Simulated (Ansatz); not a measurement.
# HfIn4SiO6 (C2) in Ansatz: phonons with PBE

Aim: the phonons of HfIn4SiO6 with PBE.

All numbers are computed with Ansatz 0.2.0; they aren't measurements. Logs are shortened: lines on timing, memory, paths and dates and some standing lists are left out, and cuts for length are marked.

## (1) The structure

The structure is monoclinic, space group C2 (No. 5). The conventional cell has a = 5.432 Å, b = 9.407 Å, c = 7.636 Å, α = 90.00°, β = 104.07°, γ = 90.00°. Hf (site symmetry 2) is surrounded by 6 O at 2.13 to 2.14 Å. In (site symmetry 2) has 2 O at 2.73 Å and 4 In at 3.12 Å as nearest neighbours. Around In (site symmetry 2) lie 6 O at 2.23 Å. Around In (site symmetry 2) lie 2 O at 2.73 Å and 3 In at 3.07 to 3.12 Å. Around In (site symmetry 2) lie 2 O at 2.73 Å and 3 In at 3.07 to 3.12 Å. Si (site symmetry 2) is surrounded by 6 O at 1.85 Å. O (site symmetry 1) is surrounded by 1 Si at 1.85 Å. O (site symmetry 1) has 1 Si at 1.85 Å as nearest neighbours.

The cell was built by a generator and needn't be a form met in nature.

## (2) Phonons, PBE

input.yaml

```yaml
crystal:
  lattice:
    - [2.71585, -4.70357, 0.00833]
    - [2.71585, 4.70357, 0.00833]
    - [-1.87915, 0.0, 7.40127]
  atoms:
    - { symbol: Hf, position: [0.78835, 0.21165, 0.0] }
    - { symbol: In, position: [0.62175, 0.37825, 0.5] }
    - { symbol: In, position: [0.45502, 0.54498, 0.0] }
    - { symbol: In, position: [0.28407, 0.71593, 0.5] }
    - { symbol: In, position: [0.95814, 0.04186, 0.5] }
    - { symbol: Si, position: [0.12168, 0.87832, 0.0] }
    - { symbol: O, position: [0.06219, 0.11415, 0.86666] }
    - { symbol: O, position: [0.88585, 0.93781, 0.13334] }
    - { symbol: O, position: [0.7949, 0.53784, 0.86663] }
    - { symbol: O, position: [0.46216, 0.2051, 0.13337] }
    - { symbol: O, position: [0.15352, 0.62879, 0.13333] }
    - { symbol: O, position: [0.37121, 0.84648, 0.86667] }
hamiltonian:
  xc: pbe
  pseudopotentials: { kind: paw }
kpoints:
  mp_grid: { grid: [4, 4, 3] }
scf:
  occupations: { method: fermi_dirac, width: 0.05 }
phonons:
  method: dfpt
```

Potentials or basis: Ansatz PAW.

On the command line:

```bash
$ ansatz run input.yaml --threads 8 --pin off --max-ram 20480MiB --backend cpu --events-out ev --progress --plain --runs-dir out
```

Output:

```text
Warning: RAYON_NUM_THREADS=8 ignored (pool sized by the plan → 8); use --threads N
Engine: ansatz 0.2.0, x86_64-unknown-linux-gnu
Pseudopotentials: kind: paw
Pseudopotential: Hf, paw, valence charge 26, recommended cutoff 420 eV (normal), Hf.paw.azcp
Pseudopotential: In, paw, valence charge 13, recommended cutoff 420 eV (normal), In.paw.azcp
Pseudopotential: Si, paw, valence charge 4, recommended cutoff 420 eV (normal), Si.paw.azcp
Pseudopotential: O, paw, valence charge 6, recommended cutoff 420 eV (normal), O.paw.azcp
Functional definition: PBE
  parameter kappa = 0.804
  parameter beta = 0.06672455060314922
  exchange = pbe_x(kappa = kappa, mu = beta*pi^2/3)
  correlation = pbe_c(beta = beta)
Crystal: 12 atoms, lattice volume = 189.238 Å³
Basis set: ecut = 420 eV, 3681 PW (Γ), exchange–correlation on 80×80×108 points (8 copies of the dense FFT grid, shifted against one another)
Bands: 71, of which v1, the nominal top of the filled ones, is band 59 counted from 1 (58 counted from 0)
Symmetry: 2 space group operations
k-points: 26 of 48 (irreducible under 1 space group operation, time reversal used)
Non-local potential: Hf, projectors of the file, l = 0: 3, l = 1: 2, l = 2: 2, l = 3: 3
Non-local potential: In, projectors of the file, l = 0: 2, l = 1: 2, l = 2: 2, l = 3: 2
Non-local potential: Si, projectors of the file, l = 0: 2, l = 1: 2, l = 2: 2
Non-local potential: O, projectors of the file, l = 0: 2, l = 1: 2, l = 2: 1
PAW form: soft (Blöchl's): semilocal exchange-correlation on the pseudo side does not see the compensation charge
PAW one-centre angular grid: Hf, 590 points (default); XC on 64 Gauss nodes
[... 23 lines left out ...]
Free energy (F): -42159.356351 eV
Harris-Foulkes:  -42159.356351 eV  (|F-HF|=7.28e-12)
Internal energy: -42159.346587 eV  (E = F + TS)
E sigma→0 (E₀):  -42159.351469 eV
Entropy (-TS):   -0.009764 eV (-0.814 meV/atom)
Fermi energy:    11.076226 eV
--- Per-component energies (eV) ---
  E_band       = -286.518474
  E_kinetic    = 2487.435485
  E_local      = -14828.214126  (includes V_loc(G=0)·N_el)
  E_nonlocal   = 535.470743
  E_hartree    = 6398.016799
  E_xc         = -1660.985812
  E_vxc        = -1277.405699  (∫ρ·V_xc dr)
  E_paw        = -25004.544569  (= ΣΔE_a)
  E_vpaw       = 0.146879  (= ΣTr[D̂ρ^β])
  E_aug_tail   = 0.014668  (compensation charges beyond the density's cutoff)
  E_ewald      = -10086.539776
  E_smearing   = -0.009764  (= −TS)
  E_closure    = 0.000000  (closes the sum)
  Σ components = -42159.356351   (vs F -42159.356351, Δ=0.00e0)
--- Band table (eV; the first three rows and the last of 26) ---
  k-point 0: bands = ["-52.7181", "-21.4992", "-21.4964", "-21.4955", "-10.5905", "-9.1127", "-9.1080", "-8.4299", "-8.2411", "-8.2286", "-4.5937", "-4.5935", "-4.5793", "-4.3593", "-4.3516", "-4.0498", "-3.9003", "-3.8944", "-3.8564", "-3.8554", "-3.8372", "-3.8371", "-3.7434", "-3.7427", "-3.7265", "-3.7227", "-3.6749", "-3.6711", "-3.6530", "-3.6510", "-2.5995", "-2.5898", "-2.5897", "-2.5511", "-2.5508", "-2.5458", "-2.5324", "1.1005", "2.4167", "3.2877", "3.2899", "4.0638", "4.2517", "4.6325", "4.6439", "5.2516", "5.3622", "5.3780", "6.2524", "6.4912", "6.6251", "6.8519", "6.9416", "6.9877", "7.3519", "7.4549", "10.1002", "10.3074", "10.6181", "10.7339", "10.9124", "10.9473", "11.5379", "11.8843", "12.8907", "13.2448", "13.2761", "15.2700", "16.2417", "16.6978", "16.7843"]
  k-point 1: bands = ["-52.7181", "-21.4992", "-21.4964", "-21.4955", "-10.5867", "-9.1132", "-9.1075", "-8.4403", "-8.2368", "-8.2329", "-4.5940", "-4.5932", "-4.5757", "-4.3572", "-4.3534", "-4.0430", "-3.9003", "-3.8944", "-3.8573", "-3.8545", "-3.8379", "-3.8364", "-3.7434", "-3.7428", "-3.7261", "-3.7226", "-3.6756", "-3.6698", "-3.6533", "-3.6519", "-2.5996", "-2.5898", "-2.5896", "-2.5510", "-2.5509", "-2.5459", "-2.5325", "1.1726", "2.5470", "3.2879", "3.2904", "3.6866", "4.2675", "4.6363", "4.6413", "4.7791", "5.3638", "5.3731", "6.5226", "6.5876", "6.8193", "6.9484", "6.9831", "7.3178", "7.3757", "7.4322", "10.1439", "10.1894", "10.2561", "10.7716", "10.8357", "10.8920", "10.9609", "12.6052", "13.1344", "13.2544", "13.2688", "14.8365", "16.3165", "16.5207", "16.9235"]
  k-point 2: bands = ["-52.7180", "-21.4996", "-21.4990", "-21.4967", "-10.3895", "-9.2092", "-9.0108", "-8.5700", "-8.4019", "-8.2066", "-4.5984", "-4.5896", "-4.5747", "-4.3544", "-4.3483", "-4.0096", "-3.9928", "-3.9222", "-3.9115", "-3.8937", "-3.8794", "-3.8016", "-3.7767", "-3.7738", "-3.7563", "-3.7075", "-3.6660", "-3.6356", "-3.5360", "-3.5263", "-2.5999", "-2.5906", "-2.5901", "-2.5608", "-2.5541", "-2.5421", "-2.5258", "1.3329", "2.6891", "3.3791", "3.4519", "3.6971", "3.8078", "4.6338", "4.8213", "5.1955", "5.6964", "5.7811", "6.1150", "6.2112", "6.5337", "6.6882", "6.8452", "7.0918", "7.1541", "7.4585", "8.0301", "9.2211", "9.3687", "11.7417", "12.2281", "12.3736", "12.8329", "13.1206", "13.2335", "13.4824", "14.5803", "14.7006", "15.5119", "15.8282", "16.5709"]
  k-point 25: bands = ["-52.7180", "-21.5040", "-21.4988", "-21.4968", "-10.1189", "-9.3330", "-8.9073", "-8.6341", "-8.6146", "-8.2673", "-4.6037", "-4.5905", "-4.5675", "-4.3546", "-4.3362", "-4.1415", "-3.9540", "-3.9354", "-3.9349", "-3.8956", "-3.8657", "-3.8282", "-3.8111", "-3.7140", "-3.7128", "-3.6983", "-3.6208", "-3.6172", "-3.5818", "-3.4321", "-2.6003", "-2.5920", "-2.5903", "-2.5691", "-2.5569", "-2.5386", "-2.5183", "1.6007", "3.0103", "3.2314", "3.5615", "3.7156", "4.1313", "4.3727", "4.7833", "5.1328", "5.3608", "5.4404", "5.9810", "6.0392", "6.3602", "6.4634", "6.7198", "7.1654", "7.4231", "7.5992", "7.8276", "8.6666", "9.0964", "11.9688", "12.5024", "12.9625", "13.1419", "13.2312", "13.7117", "15.1353", "15.3843", "15.4569", "15.8070", "16.2017", "16.4313"]
--- Phonons (Γ-DFPT): 27 representative perturbations + reference, on 26 of 48 k-points (Σ response iterations 119) ---
  k mesh reduced under 1 symmetry operation, with k and −k counted as one. Each operation leaves every solved perturbation unchanged. A smaller set is not used because it would not reduce the number of displacements times k-points to solve
  ASR residual: 6.510e-5 → 0.000e0 eV/Å²; symmetrization residual: 1.417e-5 eV/Å²
  ASR residual per site (eV/Å²): 6.51e-5 3.37e-5 3.64e-5 2.80e-5 3.99e-5 4.71e-6 1.89e-5 1.89e-5 2.10e-5 2.10e-5 3.76e-5 3.76e-5
  Γ frequencies (cm⁻¹): -11.82 0.00 0.00 0.00 24.61 28.19 39.00 44.70 48.43 118.30 119.20 128.00 131.42 143.42 191.32 192.17 255.79 256.56 289.04 294.79 309.76 340.08 349.01 413.23 416.88 419.26 431.68 460.35 466.76 506.41 509.17 546.16 547.75 551.91 579.67 595.63
  non-analytic LO–TO correction: not included (Born effective charges unavailable; polar crystals: no LO–TO splitting at Γ)
```

Run time: 2.3 min. Hardware: 8 threads of Intel Xeon 6975P-C (Granite Rapids), shared host; peak memory 1.9 GiB.

Results:

* Free energy: -42159.3564 eV
* Band gap on the k mesh: none (metal or under the smearing width)
* Highest phonon frequency at Γ: 596 cm⁻¹

Phonon frequencies in cm⁻¹ (negative: imaginary):
```
              q point                                                                                                                           frequencies
(0.000, 0.000, 0.000)  -12 0 0 0 25 28 39 45 48 118 119 128 131 143 191 192 256 257 289 295 310 340 349 413 417 419 432 460 467 506 509 546 548 552 580 596
```

Caveat: some modes are imaginary.
